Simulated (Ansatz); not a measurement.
# Ta4C3: the cost of one run

Method: DFT PBEsol, scalar-relativistic, plane waves, PAW, in Ansatz 0.2.0.

1 further run of the same task is left out (it didn't finish).

**1. The system as given**

It takes space group R3m (No. 160, trigonal). The conventional cell has a = 3.121 Å, b = 3.121 Å, c = 30.682 Å, α = 90.00°, β = 90.00°, γ = 120.00°. Ta (site symmetry 3m) is surrounded by 6 C at 2.26 Å. Ta (site symmetry 3m) has 3 C at 2.14 Å as nearest neighbours. Ta (site symmetry 3m) has 3 C at 2.19 Å as nearest neighbours. Around Ta (site symmetry 3m) lie 6 C at 2.20 to 2.23 Å. C (site symmetry 3m) is surrounded by 6 Ta at 2.19 to 2.20 Å. Around C (site symmetry 3m) lie 6 Ta at 2.14 to 2.26 Å. C (site symmetry 3m) is surrounded by 6 Ta at 2.23 to 2.26 Å.

As a file:

```cif
data_structure
_symmetry_space_group_name_H-M 'R3m:H'
_symmetry_Int_Tables_number 160
_cell_length_a 3.1212
_cell_length_b 3.1212
_cell_length_c 30.6824
_cell_angle_alpha 90.000
_cell_angle_beta 90.000
_cell_angle_gamma 120.000
_cell_volume 258.85
loop_
_atom_site_label
_atom_site_type_symbol
_atom_site_symmetry_multiplicity
_atom_site_Wyckoff_symbol
_atom_site_fract_x
_atom_site_fract_y
_atom_site_fract_z
_atom_site_occupancy
Ta1 Ta 3 a 0.33333 0.66667 0.29323 1
Ta2 Ta 3 a 0.33333 0.66667 0.04220 1
Ta3 Ta 3 a 0.66667 0.33333 0.12351 1
Ta4 Ta 3 a 0.00000 0.00000 0.20557 1
C1 C 3 a 0.33333 0.66667 0.16430 1
C2 C 3 a 0.00000 0.00000 0.00430 1
C3 C 3 a 0.66667 0.33333 0.24857 1
```

Source of the structure: the Materials Project (structure only).

(A quick probe on a coarse mesh, which set the mesh and smearing, is not shown.)

**3. The relaxation**

The input, input.yaml:

```yaml
crystal:
  lattice:
    - [1.5605887272, 0.9010063218, 10.227451145]
    - [-1.5605887272, 0.9010063218, 10.227451145]
    - [0.0, -1.8020126435, 10.227451145]
  atoms:
    - { symbol: Ta, position: [0.37344089, 0.37344089, 0.37344089] }
    - { symbol: Ta, position: [0.62447155, 0.62447155, 0.62447155] }
    - { symbol: Ta, position: [0.20982501, 0.20982501, 0.20982501] }
    - { symbol: Ta, position: [0.79443248, 0.79443248, 0.79443248] }
    - { symbol: C, position: [0.50236596, 0.50236596, 0.50236596] }
    - { symbol: C, position: [0.99570497, 0.99570497, 0.99570497] }
    - { symbol: C, position: [0.08475915, 0.08475915, 0.08475915] }
basis:
  ecutwfc: 420
kpoints:
  mp_grid: { grid: [12, 12, 12] }
hamiltonian:
  xc: pbesol
scf:
  occupations: { method: gaussian, width: 0.1 }
output:
  forces: true
  stress: true
  eigenvalues: true
relax:
  adjacent_minimum: "off"
  f_tol: 0.005
  max_steps: 80
  cell: { stress_tol: 0.05 }
```

Command:

```sh
$ ansatz run input.yaml --threads 2 --pin off --max-ram 5120MiB --backend cpu --events-out ev --progress --plain --runs-dir out
```

What time and memory should one allow on 2 threads of INTEL XEON PLATINUM 8581C at 2.30GHz (Emerald Rapids), shared host?

About 88 s, with a peak of 0.79 GiB.
